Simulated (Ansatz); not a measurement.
**CH4FGaSi: up Jacob's ladder to CCSD(T)**

Aim: compute CH4FGaSi with functionals from several rungs and with coupled cluster, and see how far each lands from CCSD(T) at the basis-set limit for the atomisation energy.

Computed with Ansatz 0.2.0, Gaussian basis. Level: functionals in def2-TZVPP, the program's frozen cores in correlated methods.

Plan: LDA (SPW92), PBE-D4, revPBE-D4, BLYP-D4, r2SCAN-D4, B97M-V, PBE0-D4, B3LYP-D4, r2SCANh-D4, r2SCAN0-D4, HSE06-D4, BHLYP-D4, CAM-B3LYP-D4, LC-ωPBE, ωB97X-V, ωB97M-V, B2PLYP, PBE-QIDH; CCSD(T)/def2-SVP; CCSD(T)/def2-TZVPP; MP2/def2-QZVPP; extrapolation to the limit; RPA on PBE.

**1. The relaxed structure**

All runs share one geometry, relaxed beforehand with PBE0-D4 in a triple-zeta def2 set.

SMILES `F[SiH]1[CH2][GaH]1`, 8 atoms, charge 0, spin multiplicity 1.

Atoms are counted from 1 here; the program's logs count them from 0.

Bond lengths: F1–Si2 1.602 Å, Si2–C3 1.839 Å, Si2–Ga4 2.299 Å, Si2–H5 1.484 Å, C3–Ga4 2.065 Å, C3–H6 1.102 Å, C3–H7 1.089 Å, Ga4–H8 1.556 Å. Angles: F1–Si2–C3 122.8°, F1–Si2–Ga4 134.6°, F1–Si2–H5 107.6°, C3–Si2–Ga4 58.6°, C3–Si2–H5 111.7°, Ga4–Si2–H5 112.7°, Si2–C3–Ga4 71.9°, Si2–C3–H6 114.2°, Si2–C3–H7 124.7°, Ga4–C3–H6 94.1°, Ga4–C3–H7 136.7°, H6–C3–H7 109.3°, Si2–Ga4–C3 49.5°, Si2–Ga4–H8 177.9°, C3–Ga4–H8 132.2°.

**2. LDA**

This LDA is Slater exchange with PW92 correlation.

in.yaml

```yaml
crystal:
  periodic: [false, false, false]
  atoms:
    - {symbol: F, position_ang: [-1.734557, 1.780981, -0.295501]}
    - {symbol: Si, position_ang: [-0.683016, 0.623478, -0.645046]}
    - {symbol: C, position_ang: [0.784545, 0.260562, 0.402310]}
    - {symbol: Ga, position_ang: [-0.281440, -1.491268, 0.162537]}
    - {symbol: H, position_ang: [-0.315009, 0.769986, -2.075661]}
    - {symbol: H, position_ang: [0.592619, 0.322502, 1.485625]}
    - {symbol: H, position_ang: [1.795764, 0.607000, 0.195178]}
    - {symbol: H, position_ang: [-0.066805, -2.930241, 0.714657]}
basis:
  gaussian: {orbitals: def2-TZVPP}
hamiltonian: {xc: lda}
output: {orbitals: {seedname: orbitals}}
```

Command:

```console
$ ansatz run in.yaml --threads 2 --pin off --events-out ev --progress --plain --max-ram 4352MiB
```

Further steps of the session: PBE-D4 (GGA); revPBE-D4 (GGA); BLYP-D4 (GGA); r2SCAN-D4 (meta-GGA); B97M-V (meta-GGA); PBE0-D4 (hybrid); B3LYP-D4 (hybrid); r2SCANh-D4 (hybrid); r2SCAN0-D4 (hybrid); HSE06-D4 (hybrid); BHLYP-D4 (hybrid); CAM-B3LYP-D4 (range-separated); LC-ωPBE (range-separated); ωB97X-V (range-separated); ωB97M-V (range-separated); B2PLYP (double hybrid); PBE-QIDH (double hybrid); CCSD(T) in def2-SVP; CCSD(T) in def2-TZVPP; MP2 in def2-QZVPP; RPA on PBE orbitals.

Before running them: what should the planned runs give, taken together? Wanted: atomisation energy, CCSD(T)/CBS; farthest beyond LDA; mean size of error, GGA; mean size of error, meta-GGA; mean size of error, hybrid; mean size of error, range-separated; mean size of error, double hybrid; gap, smallest and largest; T1 diagnostic.

**Answer**, as computed:

```
                               quantity                                                                                                        value
        atomisation energy, CCSD(T)/CBS                                                                                                2579.5 kJ/mol
 functionals within 25.8 kJ/mol (1.0 %)  PBE-D4, r2SCAN-D4, B97M-V, PBE0-D4, r2SCANh-D4, HSE06-D4, CAM-B3LYP-D4, LC-ωPBE, ωB97X-V, ωB97M-V, PBE-QIDH
                    farthest beyond LDA                                                                                      BHLYP-D4 (-99.4 kJ/mol)
                mean size of error, GGA                                                                                                  38.0 kJ/mol
           mean size of error, meta-GGA                                                                                                  11.6 kJ/mol
             mean size of error, hybrid                                                                                                  36.7 kJ/mol
    mean size of error, range-separated                                                                                                  11.6 kJ/mol
      mean size of error, double hybrid                                                                                                  35.2 kJ/mol
              gap, smallest and largest                                                                     2.30 eV (LDA (SPW92)), 8.71 eV (LC-ωPBE)
                          T1 diagnostic                                                                                                       0.0137
triples share of the correlation energy                                                                                                        3.8 %
```

**Reading.** The LDA atomisation energy is off by 366.0 kJ/mol (14 %): it overbinds. PBE-D4 misses by +19.2 kJ/mol. Double hybrids carry the basis error of their MP2 part in triple zeta, and no dispersion term here, so their miss is partly the set-up's. The rungs range-separated, meta-GGA miss on average by less than the doubt on the reference (25.8 kJ/mol), so they tie. Misses under about 25.8 kJ/mol are within the doubt on the reference itself, which lacks core-valence correlation, relativity and higher excitations, and its outer-core shells are covered unevenly. Hartree-Fock recovers 72 % of the binding; the rest is correlation. CCSD(T) in def2-SVP is off by -198.8 kJ/mol, so the small basis spoils what the method gains. The gap grows from 2.3 to 8.7 eV across the functionals, mostly with the share of exact exchange. Correlated methods include outer-core shells of Ga, which these sets cover unevenly.
